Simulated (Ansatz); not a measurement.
**CH₃BF₂O: up Jacob's ladder to CCSD(T)**

The task here is to estimate one member of a computed series from the others.

The runs use Ansatz 0.2.0, Gaussian basis; functionals in def2-TZVPP, the program's frozen cores in correlated methods.

Levels to be run: LDA (SPW92), PBE-D4, revPBE-D4, BLYP-D4, r2SCAN-D4, B97M-V, PBE0-D4, B3LYP-D4, r2SCANh-D4, r2SCAN0-D4, HSE06-D4, BHLYP-D4, CAM-B3LYP-D4, LC-ωPBE, ωB97X-V, ωB97M-V, B2PLYP, PBE-QIDH; CCSD(T)/def2-SVP; CCSD(T)/def2-TZVPP; MP2/def2-QZVPP; extrapolation to the limit; RPA on PBE.

### The geometry

The geometry comes from an earlier relaxation with PBE0-D4 in a triple-zeta def2 set; it is a stationary point, not always the lowest conformer.

SMILES `OB(F)CF`, 8 atoms, charge 0, spin multiplicity 1.

Atoms are counted from 1 here; the program's logs count them from 0.

Bond lengths: O1–B2 1.342 Å, O1–H6 0.963 Å, B2–F3 1.327 Å, B2–C4 1.578 Å, C4–F5 1.396 Å, C4–H7 1.095 Å, C4–H8 1.095 Å. Angles: B2–O1–H6 111.4°, O1–B2–F3 118.5°, O1–B2–C4 122.4°, F3–B2–C4 119.1°, B2–C4–F5 109.9°, B2–C4–H7 111.7°, B2–C4–H8 111.7°, F5–C4–H7 108.1°, F5–C4–H8 108.1°, H7–C4–H8 107.1°.

Set-up of the first run:

The input, in.yaml:

```yaml
crystal:
  periodic: [false, false, false]
  atoms:
    - {symbol: O, position_ang: [-0.897524, 0.575962, 1.321875]}
    - {symbol: B, position_ang: [0.138355, -0.089293, 0.786480]}
    - {symbol: F, position_ang: [1.017926, -0.655468, 1.602650]}
    - {symbol: C, position_ang: [0.344666, -0.220410, -0.772704]}
    - {symbol: F, position_ang: [-0.684447, 0.439880, -1.446472]}
    - {symbol: H, position_ang: [-1.469397, 0.943566, 0.639773]}
    - {symbol: H, position_ang: [1.296844, 0.216151, -1.093196]}
    - {symbol: H, position_ang: [0.345577, -1.267588, -1.094206]}
basis:
  gaussian: {orbitals: def2-TZVPP}
hamiltonian: {xc: lda}
output: {orbitals: {seedname: orbitals}}
```

Command:

```sh
$ ansatz run in.yaml --threads 2 --pin off --events-out ev --progress --plain --max-ram 4352MiB
```

Among the steps run: LDA; PBE-D4 (GGA); revPBE-D4 (GGA); BLYP-D4 (GGA); r2SCAN-D4 (meta-GGA); B97M-V (meta-GGA); B3LYP-D4 (hybrid); r2SCANh-D4 (hybrid); r2SCAN0-D4 (hybrid); HSE06-D4 (hybrid); BHLYP-D4 (hybrid); CAM-B3LYP-D4 (range-separated); LC-ωPBE (range-separated); ωB97X-V (range-separated); ωB97M-V (range-separated); B2PLYP (double hybrid); PBE-QIDH (double hybrid).

One table of the session follows, with a row left open; its other results are not shown here.

It belongs to the step «Orbital energies across the functionals». 

| functional | HOMO (eV) | LUMO (eV) | gap (eV) |
| --- | --- | --- | --- |
| LDA (SPW92) | -7.83 | -0.72 | 7.11 |
| PBE-D4 | ? | ? | ? |
| revPBE-D4 | -7.57 | -0.29 | 7.28 |
| BLYP-D4 | -7.61 | -0.33 | 7.28 |
| r2SCAN-D4 | -8.02 | 0.01 | 8.04 |
| B97M-V | -8.16 | 0.03 | 8.19 |
| PBE0-D4 | -9.37 | 0.63 | 10.01 |
| B3LYP-D4 | -9.16 | 0.28 | 9.44 |
| r2SCANh-D4 | -8.67 | 0.37 | 9.04 |
| r2SCAN0-D4 | -9.63 | 0.90 | 10.53 |
| HSE06-D4 | -8.96 | 0.25 | 9.21 |
| BHLYP-D4 | -11.07 | 1.17 | 12.24 |
| CAM-B3LYP-D4 | -10.92 | 1.33 | 12.25 |
| LC-ωPBE | -12.22 | 2.63 | 14.85 |
| ωB97X-V | -11.88 | 2.44 | 14.32 |
| ωB97M-V | -11.77 | 1.91 | 13.68 |

Estimate the missing values for PBE-D4.

The run gave: HOMO (eV): -7.65; LUMO (eV): -0.42; gap (eV): 7.23. In the column «HOMO (eV)» it lies between LDA (SPW92) (-7.83) and BLYP-D4 (-7.61).
